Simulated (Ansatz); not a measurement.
# CH6AlBBrN: the cost of one run

All numbers below are computed with Ansatz 0.2.0 (RKS PBE0-D4/def2-SVP).

## (1) The structure to begin with

Bond lengths: N1–C2 1.449 Å, C2–Al3 1.977 Å, Al3–B4 2.068 Å, B4–Br5 1.978 Å, N1–H6 1.124 Å, N1–H7 1.042 Å, C2–H8 1.070 Å, C2–H9 1.101 Å, Al3–H10 1.643 Å, B4–H11 1.191 Å. Angles (14 of 15 angles, heavy atoms first): N1–C2–Al3 108.1°, C2–Al3–B4 121.7°, Al3–B4–Br5 122.0°, N1–C2–H8 112.4°, N1–C2–H9 108.5°, Al3–C2–H8 107.7°, Al3–C2–H9 110.5°, C2–N1–H6 104.7°, C2–N1–H7 110.6°, C2–Al3–H10 119.5°, B4–Al3–H10 118.6°, Al3–B4–H11 116.5°, Br5–B4–H11 120.7°, H8–C2–H9 109.5°.

Coordinates:

```xyz
11

N    -0.6562    1.5114    1.4112
C    -0.6196    0.9285    0.0851
Al    0.3698   -0.7803    0.1925
B     0.7661   -1.9134   -1.4911
Br    1.7143   -3.6465   -1.3896
H    -1.3182    2.4141    1.3073
H     0.2728    1.9111    1.6607
H    -1.5971    0.7160   -0.2943
H    -0.1065    1.6293   -0.5910
H     0.9952   -1.2640    1.6323
H     0.2447   -1.5633   -2.5027
```

## (2) End point A

Input file input.yaml:

```yaml
crystal:
  periodic: [false, false, false]
  atoms:
    - { symbol: "N", position_ang: [-0.6562, 1.5114, 1.4112] }
    - { symbol: C, position_ang: [-0.6196, 0.9285, 0.0851] }
    - { symbol: Al, position_ang: [0.3698, -0.7803, 0.1925] }
    - { symbol: B, position_ang: [0.7661, -1.9134, -1.4911] }
    - { symbol: Br, position_ang: [1.7143, -3.6465, -1.3896] }
    - { symbol: H, position_ang: [-1.3182, 2.4141, 1.3073] }
    - { symbol: H, position_ang: [0.2728, 1.9111, 1.6607] }
    - { symbol: H, position_ang: [-1.5971, 0.716, -0.2943] }
    - { symbol: H, position_ang: [-0.1065, 1.6293, -0.591] }
    - { symbol: H, position_ang: [0.9952, -1.264, 1.6323] }
    - { symbol: H, position_ang: [0.2447, -1.5633, -2.5027] }
basis:
  gaussian: { orbitals: def2-SVP }
hamiltonian:
  xc: pbe0
  dispersion: d4
relax:
  f_tol: 0.015
  max_steps: 40
```

Started as:

```bash
> ansatz run input.yaml --threads 2 --pin off --max-ram 3072MiB --backend cpu --events-out ev --progress --plain --runs-dir out
```

What time and memory should one allow on 2 threads of AMD EPYC 9R45 (Zen 5), shared host?

About 55 s, with a peak of 0.33 GiB.
